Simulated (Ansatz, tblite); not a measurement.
# C₃₅H₃₀N₂: rung by rung

Aim: run the singlet of C₃₅H₃₀N₂ at one geometry on many levels, and compare frontier levels, spin and run time.

Program: Ansatz 0.2.0, Gaussian basis. Level of theory: as each input shows. These are calculated values, not measurements.

Plan: GFN1-xTB, GFN2-xTB, PBE-D4/def2-SVP, r2SCAN-D4/def2-SVP.

1 further run of the same task is left out (set aside as unsound or not needed). Runs told in other sessions of the task aren't counted.

## (1) The relaxed structure

The singlet was relaxed beforehand with r2SCAN-D4/def2-SVP.

SMILES `CN(C)c1ccc(/C=C/c2ccc(/C=C/c3ccc(/C=C/c4ccc(/C=C/C#N)cc4)cc3)cc2)cc1`, 67 atoms, charge 0, spin multiplicity 1.

Bond lengths: C1–N2 1.446 Å, C1–H38 1.097 Å, C1–H39 1.105 Å, C1–H40 1.106 Å, N2–C3 1.446 Å, N2–C4 1.375 Å, C3–H41 1.097 Å, C3–H42 1.106 Å, C3–H43 1.107 Å, C4–C5 1.422 Å, C4–C37 1.418 Å, C5–C6 1.386 Å, C5–H44 1.091 Å, C6–C7 1.413 Å, C6–H45 1.094 Å, C7–C8 1.451 Å, C7–C36 1.412 Å, C8–C9 1.360 Å and more. Angles: N2–C1–H38 109.3°, N2–C1–H39 111.8°, N2–C1–H40 112.1°, H38–C1–H39 107.8°, H38–C1–H40 108.0°, H39–C1–H40 107.6°, C1–N2–C3 120.0°, C1–N2–C4 119.9°, C3–N2–C4 120.0°, N2–C3–H41 109.2°, N2–C3–H42 111.9°, N2–C3–H43 112.2°, H41–C3–H42 107.8°, H41–C3–H43 108.0°, H42–C3–H43 107.6°, N2–C4–C5 121.3°, N2–C4–C37 121.5°, C5–C4–C37 117.2° and more.

PBE0-D4/def2-SVP was run before; its log isn't repeated, and its numbers join the tables.

## (2) GFN1-xTB

Tight binding, by tblite at 300 K electronic temperature and without a spin-polarisation term:

```python
tblite.interface.Calculator('GFN1-xTB', numbers, positions, charge=0, uhf=0).singlepoint()
```

Energy -2623.1828 eV, HOMO -10.23 eV, LUMO -8.98 eV; 0.25 s.

## (3) GFN2-xTB

Tight binding, by tblite at 300 K electronic temperature and without a spin-polarisation term:

```python
tblite.interface.Calculator('GFN2-xTB', numbers, positions, charge=0, uhf=0).singlepoint()
```

Energy -2610.9329 eV, HOMO -9.25 eV, LUMO -8.09 eV; 0.21 s.

## (4) PBE-D4/def2-SVP

start.molden holds the orbitals of an earlier run on this state, given as this run's starting guess.

File in.yaml:

```yaml
crystal:
  periodic: [false, false, false]
  atoms:
    - {symbol: C, position_ang: [12.977737, -1.112048, 0.973722]}
    - {symbol: N, position_ang: [12.207089, -0.155186, 0.212106]}
    - {symbol: C, position_ang: [12.873911, 0.935817, -0.464034]}
    - {symbol: C, position_ang: [10.834830, -0.243742, 0.188977]}
    - {symbol: C, position_ang: [10.045428, 0.702723, -0.519413]}
    - {symbol: C, position_ang: [8.662426, 0.611457, -0.539200]}
    - {symbol: C, position_ang: [7.968816, -0.416326, 0.139383]}
    - {symbol: C, position_ang: [6.523857, -0.544106, 0.157815]}
    - {symbol: C, position_ang: [5.617356, 0.252608, -0.469855]}
    - {symbol: C, position_ang: [4.171585, 0.128218, -0.421557]}
    - {symbol: C, position_ang: [3.488125, -0.859774, 0.325122]}
    - {symbol: C, position_ang: [2.102452, -0.911191, 0.345870]}
    - {symbol: C, position_ang: [1.308068, 0.014131, -0.372634]}
    - {symbol: C, position_ang: [-0.137616, -0.079871, -0.288214]}
    - {symbol: C, position_ang: [-1.047941, 0.726468, -0.897965]}
    - {symbol: C, position_ang: [-2.492831, 0.645807, -0.786011]}
    - {symbol: C, position_ang: [-3.292100, 1.573936, -1.490281]}
    - {symbol: C, position_ang: [-4.677894, 1.550345, -1.403144]}
    - {symbol: C, position_ang: [-5.349685, 0.598669, -0.604772]}
    - {symbol: C, position_ang: [-6.798616, 0.630192, -0.535494]}
    - {symbol: C, position_ang: [-7.601411, -0.178406, 0.207026]}
    - {symbol: C, position_ang: [-9.051307, -0.129279, 0.277399]}
    - {symbol: C, position_ang: [-9.845044, 0.775202, -0.465399]}
    - {symbol: C, position_ang: [-11.227019, 0.775489, -0.347731]}
    - {symbol: C, position_ang: [-11.898299, -0.122559, 0.514003]}
    - {symbol: C, position_ang: [-13.346642, -0.068705, 0.593399]}
    - {symbol: C, position_ang: [-14.151141, -0.843072, 1.369743]}
    - {symbol: C, position_ang: [-15.562856, -0.709450, 1.372939]}
    - {symbol: N, position_ang: [-16.727284, -0.616245, 1.392442]}
    - {symbol: C, position_ang: [-11.108562, -1.029726, 1.254836]}
    - {symbol: C, position_ang: [-9.727165, -1.030252, 1.136395]}
    - {symbol: C, position_ang: [-4.549660, -0.338143, 0.095371]}
    - {symbol: C, position_ang: [-3.168403, -0.315643, 0.007449]}
    - {symbol: C, position_ang: [1.990231, 0.995846, -1.127561]}
    - {symbol: C, position_ang: [3.375597, 1.047570, -1.148081]}
    - {symbol: C, position_ang: [8.761112, -1.351404, 0.840141]}
    - {symbol: C, position_ang: [10.147434, -1.279058, 0.872171]}
    - {symbol: H, position_ang: [14.045707, -0.883011, 0.869422]}
    - {symbol: H, position_ang: [12.817054, -2.146058, 0.617483]}
    - {symbol: H, position_ang: [12.726628, -1.086382, 2.051033]}
    - {symbol: H, position_ang: [13.958675, 0.829950, -0.338551]}
    - {symbol: H, position_ang: [12.658110, 0.941433, -1.548387]}
    - {symbol: H, position_ang: [12.577988, 1.922081, -0.058123]}
    - {symbol: H, position_ang: [10.522922, 1.521965, -1.058856]}
    - {symbol: H, position_ang: [8.102837, 1.368299, -1.096044]}
    - {symbol: H, position_ang: [6.152067, -1.384526, 0.756880]}
    - {symbol: H, position_ang: [5.983518, 1.088330, -1.077966]}
    - {symbol: H, position_ang: [4.053709, -1.594820, 0.903722]}
    - {symbol: H, position_ang: [1.601907, -1.684380, 0.938267]}
    - {symbol: H, position_ang: [-0.503087, -0.892114, 0.351530]}
    - {symbol: H, position_ang: [-0.684796, 1.537821, -1.539596]}
    - {symbol: H, position_ang: [-2.801217, 2.327815, -2.113978]}
    - {symbol: H, position_ang: [-5.268062, 2.286073, -1.959114]}
    - {symbol: H, position_ang: [-7.265086, 1.407542, -1.152468]}
    - {symbol: H, position_ang: [-7.138578, -0.949371, 0.833784]}
    - {symbol: H, position_ang: [-9.371510, 1.487448, -1.145600]}
    - {symbol: H, position_ang: [-11.818314, 1.486380, -0.933921]}
    - {symbol: H, position_ang: [-13.829742, 0.681166, -0.044448]}
    - {symbol: H, position_ang: [-13.741293, -1.613275, 2.033392]}
    - {symbol: H, position_ang: [-11.583551, -1.744568, 1.932157]}
    - {symbol: H, position_ang: [-9.136352, -1.742443, 1.721265]}
    - {symbol: H, position_ang: [-5.025054, -1.098273, 0.720990]}
    - {symbol: H, position_ang: [-2.593192, -1.056943, 0.568154]}
    - {symbol: H, position_ang: [1.424201, 1.733218, -1.703057]}
    - {symbol: H, position_ang: [3.876201, 1.822270, -1.738127]}
    - {symbol: H, position_ang: [8.263164, -2.163437, 1.380710]}
    - {symbol: H, position_ang: [10.700559, -2.032492, 1.434463]}
basis:
  gaussian: {orbitals: def2-SVP, fitting: {mean_field: def2-universal-jkfit}, initial_orbitals: start.molden}
hamiltonian: {xc: pbe, dispersion: d4}
scf: {omitted_lower_state_checks: [starts]}
output: {forces: true, orbitals: {seedname: orbitals}}
```

Command:

```console
$ ansatz run in.yaml --threads 2 --pin off --events-out ev --progress --plain --max-ram 32768MiB --backend cuda --devices 0, --max-vram 18GiB
```

The runs that follow: r2SCAN-D4/def2-SVP.

Q: Predict the results of all the runs planned. Wanted: gap in def2-SVP, named functionals, smallest and largest; binding an atom, functionals in def2-SVP.

As calculated:

| quantity | value |
| --- | --- |
| gap in def2-SVP, named functionals, smallest and largest | 1.28 eV (PBE-D4), 2.55 eV (PBE0-D4) |
| binding an atom, functionals in def2-SVP | 5.20 (r2SCAN-D4) to 5.38 eV (PBE-D4) |

Over the named functionals in def2-SVP the gap runs from 1.28 eV (PBE-D4) to 2.55 eV (PBE0-D4); exact exchange widens it.
